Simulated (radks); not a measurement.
**Excited configurations of Sb**

One table from this session's results is given with a row withheld; the runs are named, their logs left out.

Program: radks (a radial shooting solver on a logarithmic mesh, Libxc functionals) version 1. Level of theory: scalar-relativistic Kohn-Sham, PBE, spin-unpolarised, spherical densities, finite nucleus. These are calculated values, not measurements, unless marked.

**The system**

| Quantity | Value |
| --- | --- |
| element | antimony (Z = 51) |
| charge | 0 |
| electrons | 51 |
| configuration | [Kr] 4d10 5s2 5p3 |
| nuclear rms radius | 4.6802 fm |

Outer shells as boxes (Hund's rule):

Sb
```
[Kr] core
4d [↑↓][↑↓][↑↓][↑↓][↑↓]
5s [↑↓]
5p [↑ ][↑ ][↑ ]
```

The first run:

Input:

```text
Z 51
configuration [Kr] 4d10 5s2 5p3
relativity scalar-relativistic
functional pbe,pbe
spin unpolarised
nucleus finite rms 4.6802 fm
c 137.035999084
```

Among the steps run: Ground configuration: [Kr] 4d10 5s2 5p3.

One of the session's tables, all rows but one given; the rest of the session is left out.

It belongs to the step «Ground configuration: [Kr] 4d10 5s2 5p3». Sizes of the orbitals, from the radial functions (bohr):

```
level     <r>  outermost maximum (interpolated)  90 % within  nodes
   3s  0.3305                             0.300        0.486      2
   3p  0.3288                             0.293        0.494      1
   3d  0.3054                             0.244        0.481      0
   4s  0.7908                             0.723         1.14      3
   4p  0.8523                             0.762         1.25      2
   4d       ?                                 ?            ?      ?
   5s   2.227                              1.90         3.29      4
   5p   2.919                              2.34         4.47      3
```

**Question.** Estimate the row for 4d.

As computed: <r>: 1.030; outermost maximum (interpolated): 0.847; 90 % within: 1.59; nodes: 1. In the column «<r>» it lies between 4p (0.8523) and 5s (2.227).

Limits of these values: Spin polarisation and multiplet splitting are left out, so open shells lie too high by an amount that depends on their filling.
